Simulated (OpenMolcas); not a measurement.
**Ir²⁺ among point charges: CASSCF and CASPT2 levels and susceptibility**

Aim: the splitting of the states of Ir²⁺ in the field of 4 point charges, its lowest levels with spin-orbit coupling and its magnetic susceptibility.

Method: state-averaged CASSCF and CASPT2, spin-orbit coupling by RASSI with atomic mean-field integrals. Code: OpenMolcas 26.06.

### Step 1. The system

| Quantity | Value |
| --- | --- |
| Species | Ir²⁺ (iridium, Z = 77, 75 electrons) |
| Basis | ANO-RCC-VDZP [7s6p4d2f], 59 functions |
| Scalar Hamiltonian | DKH2, point nucleus |
| Inactive shells | 1s 2s 2p 3s 3p 3d 4s 4p 4d 4f 5s 5p |
| Active space | 7 electrons in 5 orbitals (5d) |
| Some configurations of this space | 5d7 |
| Orbitals | optimised for each spin and parity, averaged over all roots |

The outer shells:

5d7
```
5d [↑↓][↑↓][↑ ][↑ ][↑ ]
```

The ion sits among 4 point charges of -1.6 e arranged as a tetrahedron (Td), 2.1 Å from the ion.

Each step is its own input file, run in one work folder so that later steps find the files of earlier ones. Labels, J, g values, rates, χT and fits are worked out afterwards by a script from the matrices that RASSI stores.

### Step 2. Basis and integrals

a.inp

```
&GATEWAY
Coord
1

Ir 0.0 0.0 0.0
Basis=ANO-RCC-VDZP
Group=NoSym
NoMove
AngMom=0.0 0.0 0.0
AMFI
XField
4 Angstrom 0
1.212436 1.212436 1.212436 -1.600000
1.212436 -1.212436 -1.212436 -1.600000
-1.212436 1.212436 -1.212436 -1.600000
-1.212436 -1.212436 1.212436 -1.600000
&SEWARD
```

### Step 3. Reference wave functions, quartets, 10 roots

a.inp

```
&RASSCF
FileOrb=start.orb
Symmetry=1
Spin=4
nActEl=7 0 0
Inactive=34
Ras2=5
CIRoot=10 10 1
SDav=10
CIMx=300
Iter=120 100
PrWF=0.3
OrbListing=Nothing
MaxOrb=0
>>> COPY $Project.JobIph JOB001
```

start.orb holds the contracted functions of the basis, ordered by shell, or the orbitals of the step before.

### Step 4. Reference wave functions, doublets, 40 roots

a.inp

```
&RASSCF
FileOrb=start.orb
Symmetry=1
Spin=2
nActEl=7 0 0
Inactive=34
Ras2=5
CIRoot=40 40 1
SDav=40
CIMx=300
Iter=120 100
PrWF=0.3
OrbListing=Nothing
MaxOrb=0
>>> COPY $Project.JobIph JOB002
```

### Step 5. State interaction with spin-orbit coupling

a.inp

```
&RASSI
NrOfJobIphs=2 10 40
1 2 3 4 5 6 7 8 9 10
1 2 3 4 5 6 7 8 9 10 11 12 13 14 15 16 17 18 19 20 21 22 23 24 25 26 27
28 29 30 31 32 33 34 35 36 37 38 39 40
IphNames
JOB001
JOB002
EJob
SpinOrbit
DIPRint=1.0
SOCoupling=1000.0
Subsets=2
Property=9
'ANGMOM' 1 'ANGMOM' 2 'ANGMOM' 3 'MLTPL  1' 1 'MLTPL  1' 2 'MLTPL  1' 3
'AMFI' 1 'AMFI' 2 'AMFI' 3
SOProperty=3
'ANGMOM' 1 'ANGMOM' 2 'ANGMOM' 3
```

### Step 6. CASPT2: IPEA 0.25, imaginary shift 0.1 (closed shells correlated: 4f 5s 5p)

a.inp

```
>>> COPY JOB001 $Project.JobIph
&CASPT2
Multistate=10 1 2 3 4 5 6 7 8 9 10
NoMult
Frozen=23
IPEA=0.25
Imaginary=0.1
MaxIter=60
WThr=0.0 0.3 0.05
PrWF=0.5
NoMix
>>> COPY JOB002 $Project.JobIph
&CASPT2
Multistate=40 1 2 3 4 5 6 7 8 9 10 11 12 13 14 15 16 17 18 19 20 21 22
23 24 25 26 27 28 29 30 31 32 33 34 35 36 37 38 39 40
NoMult
Frozen=23
IPEA=0.25
Imaginary=0.1
MaxIter=60
WThr=0.0 0.3 0.05
PrWF=0.5
NoMix
```

(Steps that only read results are left out.)

Before running it: what results should come out? Wanted: spin-free ground state; first state of the same spin within the active space; lowest level; next level.

**Answer**, as computed:

| quantity | value |
| --- | --- |
| method | SS-CASPT2, IPEA 0.25, imaginary shift 0.1 (closed shells correlated: 4f 5s 5p) |
| spin-free ground state | 4A2, 1-fold in its orbital part |
| first state of the same spin within the active space | 4T2 at 2810 cm⁻¹ |
| lowest level | 4-fold Γ8 |
| next level | 1624.3 cm⁻¹ |
| χT at 300 K | 4.25 cm³ K/mol |
| effective moment at 300 K | 5.83 μB |

Cost by method:

| method | time of its own steps | time with the reference |
| --- | --- | --- |
| A. CASSCF | 22 s | 22 s |
| B. SS-CASPT2, IPEA 0.25, imaginary shift 0.1, +4f 5s 5p | 17 s | 39 s |

Times are of one thread on a shared host.

The spin-free ground state (4A2) comes to 100 % from free-ion F terms and keeps the highest spin of the shell. χT at 300 K is 4.25, against 1.88 cm³ K/mol for the spin alone, so orbital moment adds to it. CASPT2 does not keep the components of a term degenerate, and the means are used. The field of point charges can differ much from that of real complexes. Point charges carry no covalency, so the field is a model and not that of real ligands.
